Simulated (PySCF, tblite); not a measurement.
# C₄H₁₀O₄Si: geometry, infrared bands and NMR shifts

Wanted: the infrared bands and NMR shifts of C₄H₁₀O₄Si (`CO[SiH2]OCC(=O)OC`), by calculation.

The runs use tblite 0.8.0 and PySCF 2.14.0, with density-fitted response routines of our own; the level of theory stands in each step. All values are computed, except where a source is named. Atoms count from 0, in the outputs and in this text.

## Step 1: Starting geometry

19 atoms, charge 0, multiplicity 1; geometry from: force field or distance geometry start.

Bonds of the start (Å): C0–O1 1.43, O1–Si2 1.65, Si2–O3 1.66, O3–C4 1.42, C4–C5 1.53, C5–O6 1.22, C5–O7 1.36, O7–C8 1.43, C0–H9 1.08, C0–H10 1.09, C0–H11 1.11, Si2–H12 1.48, Si2–H13 1.48, C4–H14 1.11, C4–H15 1.10, C8–H16 1.09, C8–H17 1.10, C8–H18 1.09.

## Step 2: Relaxing the molecule with GFN2-xTB

The job: settings as JSON, then the geometry in Å.

```
{"job": {"kind": "relax", "xc": "GFN2-xTB", "basis": "xTB"}, "charge": 0, "multiplicity": 1}
C      3.239300     0.078900     0.905700
O      2.667900     1.105400     0.082500
Si     2.085300     0.668800    -1.394600
O      0.692300    -0.211700    -1.209500
C     -0.451300     0.425500    -0.654000
C     -1.620500    -0.539400    -0.472400
O     -1.603000    -1.735800    -0.711200
O     -2.686600     0.151700     0.023900
C     -3.840500    -0.670900     0.239200
H      4.092100    -0.387000     0.427900
H      3.571600     0.540300     1.836600
H      2.479300    -0.680700     1.165100
H      1.743500     1.898700    -2.152000
H      3.093300    -0.127500    -2.125800
H     -0.791000     1.224600    -1.343600
H     -0.220700     0.851300     0.336800
H     -3.631100    -1.439300     0.984300
H     -4.644900    -0.033600     0.624900
H     -4.184800    -1.110000    -0.696600
```

Launch:

```bash
OMP_NUM_THREADS=1 python probes_run.py task.json out
```

This one command runs all jobs of the session in turn.

**Question.** This job is followed by: GFN2-xTB harmonic vibrations, gas phase; GIAO PBE0/pcSseg-1 NMR shielding, non-relativistic, gas phase. What will the session give for the following? strongest single infrared mode (GFN2-xTB); zero-point energy (GFN2-xTB); ¹³C shifts against TMS (PBE0/pcSseg-1); ¹H shifts against TMS (PBE0/pcSseg-1, means over atoms taken as alike); ¹⁷O shifts against H2O (PBE0/pcSseg-1); ²⁹Si shifts against TMS (PBE0/pcSseg-1).

The runs gave:

```
                                                              quantity                         value
                             strongest single infrared mode (GFN2-xTB)         1789 cm⁻¹, 411 km/mol
                                          zero-point energy (GFN2-xTB)                 88.0 kcal/mol
                                ¹³C shifts against TMS (PBE0/pcSseg-1)   181.0, 66.1, 54.3, 53.7 ppm
¹H shifts against TMS (PBE0/pcSseg-1, means over atoms taken as alike)    4.56, 4.56, 4.13, 3.99 ppm
                                ¹⁷O shifts against H2O (PBE0/pcSseg-1)  427.7, 179.4, 59.2, 44.4 ppm
                               ²⁹Si shifts against TMS (PBE0/pcSseg-1)                     -36.1 ppm
```

In words: Relaxing lowered the energy by 0.500 eV in 270 steps; the close pair that moved most is O3–C4, from 1.422 to 1.383 Å. No mode is imaginary among the 51: a minimum at this level. The strongest single mode, at 1789 cm⁻¹, moves mainly C5 and O6. Unscaled tight-binding wavenumbers are off by several per cent, some by more. Its intensities can rank the bands wrongly. C5 (ester carbonyl carbon) lies farthest downfield among carbon, at 181.0 ppm; it is a carbonyl in resonance with an O or N lone pair, the region of acids, esters and amides. At PBE0/pcSseg-1: The widest tensor belongs to O6: span 731 ppm, with a paramagnetic part of -498 ppm.
